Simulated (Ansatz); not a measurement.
# Sb: the cost of one run

Method: DFT PBE+D3(BJ), scalar-relativistic, plane waves, PAW, in Ansatz 0.2.0.

## 1. The starting structure

The structure is trigonal, space group R-3m (No. 166). Conventional cell: a = 4.301 Å, b = 4.301 Å, c = 11.232 Å, α = 90.00°, β = 90.00°, γ = 120.00°. Around Sb (site symmetry 3m) lie 3 Sb at 2.90 Å.

Structure file:

```
Sb
1.0
     2.15060    1.24165    3.74400
    -2.15060    1.24165    3.74400
     0.00000   -2.48330    3.74400
Sb
2
Direct
  0.23364 0.23364 0.23364
  0.76636 0.76636 0.76636
```

Source of the structure: the Crystallography Open Database.

(A quick probe on a coarse mesh, which set the mesh and smearing, is not shown.)

## 3. Full relaxation

input.yaml reads:

```yaml
crystal:
  lattice:
    - [2.150600332, 1.2416496806, 3.744]
    - [-2.150600332, 1.2416496806, 3.744]
    - [0.0, -2.4832993611, 3.744]
  atoms:
    - { symbol: Sb, position: [0.23364, 0.23364, 0.23364] }
    - { symbol: Sb, position: [0.76636, 0.76636, 0.76636] }
basis:
  ecutwfc: 420
kpoints:
  mp_grid: { grid: [12, 12, 12] }
hamiltonian:
  xc: pbe
  dispersion: d3bj
scf:
  occupations: { method: gaussian, width: 0.1 }
output:
  forces: true
  stress: true
  eigenvalues: true
relax:
  adjacent_minimum: "off"
  f_tol: 0.005
  max_steps: 80
  cell: { stress_tol: 0.05 }
```

Started as:

```
$ ansatz run input.yaml --threads 4 --pin off --max-ram 8192MiB --backend cpu --events-out ev --progress --plain --runs-dir out
```

**Question.** How long does this run take on 4 threads of Arm Neoverse V1, shared host, and how much memory does it need?

About 19 s, with a peak of 0.5 GiB.
